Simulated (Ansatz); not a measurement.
Crystal: Al3Au.

```
Au Al
1.0
    -2.02533    2.02533    4.05660
     2.02533   -2.02533    4.05660
     2.02533    2.02533   -4.05660
Au Al
1 3
Direct
  0.00000 0.00000 0.00000
  0.50000 0.50000 0.00000
  0.25000 0.75000 0.50000
  0.75000 0.25000 0.50000
```

The cell comes from a database or a generator and needn't be the stable form of this composition.

Base run:

```yaml
Program: Ansatz 0.2.0
Functional: PBEsol
Potentials_or_basis: all-electron LAPW, scalar-relativistic
Cutoff: 178 eV (chosen from the basis error)
Basis_error_allowed: 0.002 eV/atom
k_mesh: 9 × 9 × 9
Occupations: fermi-dirac, width 0.05 eV
Spin: no spin polarisation
```

Its results: pressure -2.6 GPa.

**Question.** The run is repeated on the same cell with these changes: functional from PBEsol to PBE. What comes out?

**Answer.** Pressure 0.4 GPa.

PBE binds less tightly than PBEsol, so the same cell stands under more pressure.
